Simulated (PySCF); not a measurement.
**C3H3BrN+ (SMILES C[c+]1nc1Br) at 6 levels**

We compute a comparison of 6 runs (HF/STO-3G, HF/3-21G, HF/def2-SVP, BP86/6-31G, PBE0/def2-SVP, TPSS/6-311G**) of C3H3BrN+. Input form: a Python script.

The calculation is run with PySCF 2.14.0.

### Step 1. The structure to begin with

C3H3BrN+ has 8 atoms, charge +1, and is taken as a singlet. SMILES: `C[c+]1nc1Br`. The shape is that of a GFN2-xTB optimisation.

Bond lengths: C1–C2 1.413 Å, C2–N3 1.344 Å, C2–C4 1.396 Å, N3–C4 1.341 Å, C4–Br5 1.779 Å, C1–H6 1.089 Å, C1–H7 1.099 Å, C1–H8 1.100 Å. Some angles: C1–C2–N3 146.2°, C1–C2–C4 155.3°, N3–C2–C4 58.6°, C2–N3–C4 62.6°, C2–C4–N3 58.8°, C2–C4–Br5 155.1°, N3–C4–Br5 146.1°, C2–C1–H6 113.6°, C2–C1–H7 109.5°, C2–C1–H8 108.7°.

### Step 2. Energy and gradient at HF/STO-3G (run 1)

input.py

```python
from pyscf import gto, scf

system = gto.M(
    atom='''
C   -0.549130  -0.755400   0.721530
C    0.285930  -0.014750  -0.145140
N    1.450460   0.018060  -0.815630
C    0.640120   1.079910  -0.935770
Br   0.405020   2.682680  -1.671670
H   -1.448610  -0.220750   1.022570
H    0.030850  -1.086570   1.593870
H   -0.814650  -1.703180   0.230240
''',
    verbose=4,
    max_memory=1860,
    charge=1,
    basis='sto-3g',
)

mf = scf.RHF(system)
mf.conv_tol = 1e-10
mf.kernel()
if not mf.converged:
    mf = mf.newton().run(mf.mo_coeff, mf.mo_occ)

energy = mf.e_tot
print(f'total energy: {energy:.8f} hartree')
grad = mf.nuc_grad_method().kernel()
mf.analyze()
```

Started as:

```sh
$ OMP_NUM_THREADS=1 python input.py
```

Standard output:

```text
PySCF version 2.14.0

[... 81 lines left out ...]
Nuclear Repulsion Energy =             275.456114994935206
[... 10 lines left out ...]
MO #5   energy= -58.1032590178109  occ= 2
[... 8 lines left out ...]
MO #14  energy= -2.60133214449114  occ= 2
[... 8 lines left out ...]
MO #23  energy= -0.963495803933803 occ= 2
[... 8 lines left out ...]
MO #32  energy= -0.0622586564053617 occ= 0
[... 8 lines left out ...]
MO #41  energy= 0.724379318063168  occ= 0
[... 53 lines left out ...]
WARN: System has nonzero charge 1; the dipole moment is origin-dependent.
Location of origin: [0. 0. 0.]

Dipole moment(X, Y, Z, Debye):  0.32063,  3.24520, -1.95748
```

Run time: 3.3 s. Hardware: 1 thread of Intel Xeon at 2.70GHz, shared host; peak memory 0.12 GiB.

### Step 3. Energy and forces at HF/3-21G (run 2)

job.py

```python
from pyscf import gto

mol = gto.M(
    atom=[
    ('C', (-0.549130, -0.755400, 0.721530)),
    ('C', (0.285930, -0.014750, -0.145140)),
    ('N', (1.450460, 0.018060, -0.815630)),
    ('C', (0.640120, 1.079910, -0.935770)),
    ('Br', (0.405020, 2.682680, -1.671670)),
    ('H', (-1.448610, -0.220750, 1.022570)),
    ('H', (0.030850, -1.086570, 1.593870)),
    ('H', (-0.814650, -1.703180, 0.230240)),
],
    spin=0,
    basis='3-21g',
    charge=1,
    verbose=3,
    max_memory=1860,
)

mf = mol.RHF()
mf.conv_tol = 1e-10
mf.kernel()
if not mf.converged:
    mf = mf.newton().run(mf.mo_coeff, mf.mo_occ)

e_final = mf.e_tot
print('E(%s) = %.9f' % ('HF', e_final))
grad = mf.nuc_grad_method().kernel()
mf.analyze()
```

Started as:

```sh
$ OMP_NUM_THREADS=1 python job.py
```

Standard output:

```text
converged SCF energy = -2728.49284053122
[... 18 lines left out ...]
MO #9   energy= -11.4072949154757  occ= 2
[... 10 lines left out ...]
MO #20  energy= -1.32035005382234  occ= 2
[... 10 lines left out ...]
MO #31  energy= -0.631149814184015 occ= 2
[... 10 lines left out ...]
MO #42  energy= 0.569493411785948  occ= 0
[... 10 lines left out ...]
MO #53  energy= 1.01248090904445   occ= 0
[... 10 lines left out ...]
MO #64  energy= 2.62931960565642   occ= 0
[... 10 lines left out ...]
WARN: System has nonzero charge 1; the dipole moment is origin-dependent.
Location of origin: [0. 0. 0.]

Dipole moment(X, Y, Z, Debye): -0.31054,  3.39160, -1.69368
```

Wall time 2.9 s (1 thread of Intel Xeon at 2.70GHz, shared host); peak memory 0.14 GiB.

Runs 3 to 5 aren't shown in full; the table further down has their settings and results.

### Step 4. Energy and forces at TPSS/6-311G(d,p) (run 6)

run.py

```python
import pyscf.grad
from pyscf import gto, dft

mol = gto.M(
    atom='''
C   -0.549130  -0.755400   0.721530
C    0.285930  -0.014750  -0.145140
N    1.450460   0.018060  -0.815630
C    0.640120   1.079910  -0.935770
Br   0.405020   2.682680  -1.671670
H   -1.448610  -0.220750   1.022570
H    0.030850  -1.086570   1.593870
H   -0.814650  -1.703180   0.230240
''',
    max_memory=1860,
    basis='6-311g**',
    charge=1,
    spin=0,
    verbose=3,
)

calc0 = dft.RKS(mol)
calc0.xc = 'tpss'
calc0.grids.level = 5
calc0.conv_tol = 1e-10
calc0.kernel()
if not calc0.converged:
    calc0 = calc0.newton().run(calc0.mo_coeff, calc0.mo_occ)

energy = calc0.e_tot
print('E(%s) = %.9f' % ('TPSS', energy))
grad = calc0.Gradients().kernel()
calc0.analyze()
```

Started as:

```sh
$ OMP_NUM_THREADS=1 python run.py
```

Standard output:

```text
converged SCF energy = -2744.59577001754
[... 28 lines left out ...]
MO #19  energy= -1.23952463715262  occ= 2
[... 22 lines left out ...]
MO #42  energy= 0.070863126649495  occ= 0
[... 22 lines left out ...]
MO #65  energy= 0.612277273469151  occ= 0
[... 22 lines left out ...]
MO #88  energy= 1.76862069200291   occ= 0
[... 22 lines left out ...]
MO #111 energy= 3.44946023588973   occ= 0
[... 22 lines left out ...]
MO #134 energy= 1020.25462448214   occ= 0
[... 10 lines left out ...]
WARN: System has nonzero charge 1; the dipole moment is origin-dependent.
Location of origin: [0. 0. 0.]

Dipole moment(X, Y, Z, Debye): -0.19176,  3.53268, -1.83302
```

Run time: 93 s. Hardware: 1 thread of Intel Xeon at 2.70GHz, shared host; peak memory 1.5 GiB.

### Step 5. All runs side by side

```tsv
run	level	integration grid	energy (Eh)	HOMO energy (eV)	LUMO energy (eV)	HOMO–LUMO gap (eV)	wall time
1	HF/STO-3G	–	-2712.055526	-15.79	-1.69	14.10	3.3 s
2	HF/3-21G	–	-2728.492841	-17.17	-3.67	13.50	2.9 s
3	HF/def2-SVP	–	-2741.409230	-17.30	-3.63	13.67	13 s
4	BP86/6-31G	5	-2744.467338	-12.73	-9.25	3.48	39 s
5	PBE0/def2-SVP	5	-2743.712167	-14.11	-8.03	6.09	52 s
6	TPSS/6-311G**	5	-2744.595770	-12.77	-8.93	3.84	93 s
```

### Step 6. Summary of results

```
                       quantity           value
            run 6: total energy  -2744.59577 Eh
             run 6: HOMO energy       -12.77 eV
             run 6: LUMO energy        -8.93 eV
           run 6: HOMO–LUMO gap         3.84 eV
run 6: largest force on an atom      2.244 eV/Å
```

In words: The HOMO–LUMO gap runs from 3.48 eV (BP86/6-31G) to 14.10 eV (HF/STO-3G). The two ends differ in method and basis. Totals of different functionals can't be ranked against each other. In run 1 the basis is minimal, so the values are rough. All runs together took 3.4 min, the longest 93 s.
